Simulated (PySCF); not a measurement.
# C3H8O2Si: the cost of one run

Computed with PySCF 2.14.0, with density-fitted response routines of our own, on a single molecule in the gas phase. Atoms are numbered from 0 throughout.

### Step 1. Starting geometry

14 atoms, charge 0, multiplicity 1; geometry from: GFN2-xTB. The atoms were then displaced at random by about 0.01 Å, so the start is not that level's minimum.

Bonds of the start (Å): C0–C1 1.30, C1–C2 1.51, C1–Si3 1.92, Si3–O4 1.60, Si3–O5 1.61, C0–H6 1.08, C0–H7 1.10, C2–H8 1.07, C2–H9 1.07, C2–H10 1.10, Si3–H11 1.48, O4–H12 0.97, O5–H13 0.94.

### Step 2. Optimising the geometry at PBE0-D3(BJ)/def2-SVP

What the job is given:

```
{"job": {"xc": "PBE0", "basis": "def2-SVP", "d3": "d3bj", "grid": 1, "shake": 0.01, "kind": "geom"}, "charge": 0, "multiplicity": 1}
C     -0.588590     1.485010    -0.741110
C     -0.538630     0.304880    -0.189860
C     -1.737130    -0.609630    -0.175860
Si     1.066260    -0.353410     0.624610
O      2.355480     0.556830     0.356850
O      1.337520    -1.783780    -0.068440
H      0.240780     2.183610    -0.774300
H     -1.499280     1.877740    -1.215610
H     -1.453840    -1.545850    -0.619790
H     -2.573540    -0.176120    -0.674190
H     -2.006990    -0.829150     0.870610
H      0.852650    -0.520040     2.079990
H      2.315510     1.499540     0.576280
H      2.222650    -2.104710    -0.091810
```

Launch:

```sh
$ OMP_NUM_THREADS=1 python probes_run.py task.json out
```

This one command runs all jobs of the session in turn.

Q: Estimate the wall time and peak memory of this first job on 1 thread of Arm Neoverse V2, shared host.

About 92 s, with a peak of 0.5 GiB.
